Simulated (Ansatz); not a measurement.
This script makes a check of PAW against all-electron LAPW of Ti, space group Fm-3m with Ansatz's Python interface.

`ti.xyz`
```text
1
Lattice="0.0 2.03 2.03 2.03 0.0 2.03 2.03 2.03 0.0" Properties=species:S:1:pos:R:3 pbc="T T T"
Ti    0.00000000    0.00000000    0.00000000
```

The script, `paw_lapw_ti.py`:
```python
"""Checking the PAW result for Ti with LAPW."""

from dataclasses import dataclass

import ansatz as az
import numpy as np


@dataclass
class RunConfig:
    width_ev: float = 0.15
    kspacing: float = 0.24
    scf_tol: float = 1e-09
    xc: str = "LDA"


cfg = RunConfig()


def count_gap(report):
    # lowest empty less highest filled band, counting bands; zero where they overlap
    return max(report.get("gap_by_band_count_ev") or 0.0, 0.0)


def main() -> None:
    cell = az.Crystal.from_extxyz("ti.xyz")

    calc = cell.calculation()
    calc = calc.occupations(az.OccupationsMethod.METHFESSEL_PAXTON, width=cfg.width_ev)
    calc = calc.kpoints(spacing=cfg.kspacing)
    calc = calc.scf(tolerance=cfg.scf_tol).functional(cfg.xc)
    calc = calc.stress().forces()
    calc = calc.band_table()
    variants = {
        "PAW": calc.pseudopotentials("paw"),
        "LAPW": calc.pseudopotentials("all_electron", lapw=True),
    }
    # totals differ by the cores that each treatment holds, so compare what does not depend on them
    rows = []
    for label, variant in variants.items():
        r = variant.run(threads=1).report
        levels = np.array(r["eigenvalues_ev"][0]) - r["fermi_energy_ev"]
        print(label, "levels at the first k-point near E_F:", np.round(levels[np.abs(levels) < 5], 3))
        rows.append((label, r["n_electrons"], np.trace(r["stress_gpa"]) / 3, count_gap(r)))
    print("     treatment  electrons in bands           P GPa  gap by band count eV")
    for row in rows:
        print(f"{str(row[0]):>14s}  {row[1]:18.1f}  {row[2]:14.3f}  {row[3]:20.3f}")


if __name__ == "__main__":
    main()
```

How well do the two treatments of the cores agree on the pressure?

PAW gives -4.995 GPa and LAPW -4.986 GPa, 0.008 GPa apart. They took 0.7 and 3.9 s of processor time.

What the script printed:

```console
$ python paw_lapw_ti.py
DeckWarning: basis.ecutwfc = 420 eV, auto-derived from the records' recommended cutoffs: set by Ti (normal level)
DeckWarning: output.stress: scf.convergence.dr2_threshold = 1e-9 eV is looser than the 1e-10 eV advised for a printed stress (1e-10 eV for each atom of the cell: 1). What an SCF threshold leaves in a stress goes as its square root, and in the free energy as the threshold itself, and one threshold admits the most on a [...]
PAW levels at the first k-point near E_F: [0.865 0.865 0.865 2.561 2.561]
LAPW levels at the first k-point near E_F: [0.865 0.865 0.865 2.563 2.563]
     treatment  electrons in bands           P GPa  gap by band count eV
           PAW                12.0          -4.995                 0.000
          LAPW                12.0          -4.986                 0.000
```
(Warnings from the package without file and line, shortened.)

What to keep in mind:
- Spin is left out of this run.
- The computed bands are complete only to about 2.5 eV above the Fermi level.
- For a metal this k-point mesh is coarse: on a finer one energies can move by several to tens of meV an atom and pressures by half a GPa or more, differences at one mesh by less.
- A gap by band count of zero or less means overlapping bands, a metal.
- This isn't the structure that Ti takes at ambient conditions.
- Levels are Kohn-Sham eigenvalues on this mesh.
- Pressure is positive in compression; the treatments may keep other shells as core, so totals and counts of electrons can differ.
- The whole script took 5.4 s on 1 thread of Intel(R) Xeon(R) Processor @ 2.30GHz, with other jobs on the host, peak memory 0.52 GiB.
